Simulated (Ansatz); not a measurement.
**AlH₃OS₂Si: how energies converge with the basis set**

An exercise on one series of results from a longer session: the logs are not shown, and one member is left open.

Computed with Ansatz 0.2.0, Gaussian basis. Level: one geometry, several basis sets.

Levels to be run: PBE0-D4/def2-SVP; ωB97M-V/def2-SVP; PBE0-D4/def2-QZVPP; ωB97M-V/def2-QZVPP; the functionals' def2-TZVPP values are taken from earlier runs.

### The geometry

All runs share one geometry, relaxed beforehand with PBE0-D4 in a triple-zeta def2 set.

SMILES `S[Si]1(S)[O][AlH]1`, 8 atoms, charge 0, spin multiplicity 1.

Atoms are counted from 1 here; the program's logs count them from 0.

Bond lengths: S1–Si2 2.128 Å, S1–H6 1.343 Å, Si2–S3 2.128 Å, Si2–O4 1.672 Å, Si2–Al5 2.282 Å, S3–H7 1.344 Å, O4–Al5 1.748 Å, Al5–H8 1.580 Å. Angles: Si2–S1–H6 94.4°, S1–Si2–S3 100.1°, S1–Si2–O4 119.0°, S1–Si2–Al5 129.5°, S3–Si2–O4 114.0°, S3–Si2–Al5 130.2°, O4–Si2–Al5 49.6°, Si2–S3–H7 93.4°, Si2–O4–Al5 83.7°, Si2–Al5–O4 46.7°, Si2–Al5–H8 176.7°, O4–Al5–H8 130.0°.

The first run:

Input file in.yaml:

```yaml
crystal:
  periodic: [false, false, false]
  atoms:
    - {symbol: S, position_ang: [-0.520206, 2.386294, 0.100700]}
    - {symbol: Si, position_ang: [0.189300, 0.382573, 0.190640]}
    - {symbol: S, position_ang: [2.194372, 0.724331, 0.817288]}
    - {symbol: O, position_ang: [0.056545, -0.586439, -1.165244]}
    - {symbol: Al, position_ang: [-0.941289, -1.574078, -0.123701]}
    - {symbol: H, position_ang: [-1.817012, 2.038785, 0.126018]}
    - {symbol: H, position_ang: [2.610575, -0.489446, 0.419146]}
    - {symbol: H, position_ang: [-1.680184, -2.939120, -0.420647]}
basis:
  gaussian: {orbitals: def2-SVP}
hamiltonian: {xc: pbe0, dispersion: d4}
output: {orbitals: {seedname: orbitals}}
```

Among the steps run: PBE0-D4 in def2-SVP; ωB97M-V in def2-SVP; PBE0-D4 in def2-QZVPP; ωB97M-V in def2-QZVPP.

One table of the session follows, with a row left open; its other results are not shown here.

It belongs to the step «Density functionals: the series». 

```
functional       basis  HOMO (eV)  LUMO (eV)
   PBE0-D4    def2-SVP          ?          ?
   PBE0-D4  def2-TZVPP      -6.35      -1.80
   PBE0-D4  def2-QZVPP      -6.38      -1.86
   ωB97M-V    def2-SVP      -8.21       0.04
   ωB97M-V  def2-TZVPP      -8.28      -0.14
   ωB97M-V  def2-QZVPP      -8.32      -0.32
```

**Question.** Estimate the row for PBE0-D4, def2-SVP.

**Answer.** HOMO (eV): -6.32; LUMO (eV): -1.71. In the column «HOMO (eV)» it is the highest.
